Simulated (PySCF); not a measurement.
ClBGeH4, in a box:

```
CELL_PARAMETERS angstrom
13.00000 0.00000 0.00000
0.00000 13.00000 0.00000
0.00000 0.00000 12.00000
ATOMIC_POSITIONS crystal
Cl 0.35373 0.39993 0.53172
B 0.48300 0.42433 0.54231
Ge 0.53068 0.57653 0.51925
H 0.54182 0.35489 0.56388
H 0.50438 0.61400 0.39670
H 0.47925 0.64967 0.60468
H 0.65192 0.58275 0.53708
```

The cell isn't the ideal one: atoms moved at random, drawn with an rms of 0.05 Å.

Base run:

| Quantity | Value |
| --- | --- |
| Program | PySCF 2.14.0 |
| Functional | PBEsol |
| Dispersion | D3 |
| Potentials or basis | 6-31g* (all-electron) |
| k mesh | 1 × 1 × 1 |
| Occupations | fixed |
| Spin | no spin polarisation |

Its results: gap between the frontier levels 3.46 eV.

**Question.** The run is repeated on the same cell with these changes: functional from PBEsol to M06. What comes out?

**Answer.** Gap between the frontier levels 5.81 eV.

M06 gives the wider gap, since exact exchange removes part of the self-interaction.

Caveats: this is a molecule in a periodic box at the Γ point, so its band gap is the HOMO-LUMO gap; relativity is left out, which matters for the heavier elements; the basis of atomic orbitals isn't converged, which shifts pressures, moduli and gaps.

